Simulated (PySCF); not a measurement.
# C5H9FO2: the cost of one run

Computed with PySCF 2.14.0 and routines of our own; the level stands in each step. Atoms count from 0.

### 1 The starting structure

17 atoms, charge 0, multiplicity 1; geometry from: GFN2-xTB.

### 2 Magnetic properties: GIAO B97-2/pcSseg-1

What the job is given:

```
{"job": {"kind": "mag", "xc": "B97-2", "basis": "pcSseg-1", "isotopologues": 2}, "charge": 0, "multiplicity": 1}
C     -2.576981     0.258908    -0.168302
C     -1.522284    -0.666303     0.424740
O     -0.208721    -0.103002     0.391175
C      0.441125    -0.179019    -0.809239
F      0.855753    -1.491511    -1.037331
C      1.685072     0.732477    -0.732522
C      2.700408     0.263150     0.252859
O      1.757893     1.722910    -1.405512
H     -2.543423     1.225304     0.328254
H     -3.560650    -0.179328    -0.026015
H     -2.418443     0.410145    -1.233511
H     -1.518868    -1.635813    -0.085691
H     -1.715818    -0.827035     1.487426
H     -0.180718     0.084554    -1.678584
H      2.214373     0.164372     1.222173
H      3.050903    -0.725233    -0.039909
H      3.533380     0.957455     0.308421
```

Level: GIAO B97-2/pcSseg-1 magnetisability, rotational g tensor and spin-rotation constants, non-relativistic, gas phase.

Command:

```bash
$ OMP_NUM_THREADS=1 python excited_run.py task.json out
```

This one command runs all jobs of the session in turn.

Q: Estimate the wall time and peak memory of this first job on 1 thread of Arm Neoverse V1, shared host.

About 36 s, with a peak of 0.82 GiB.
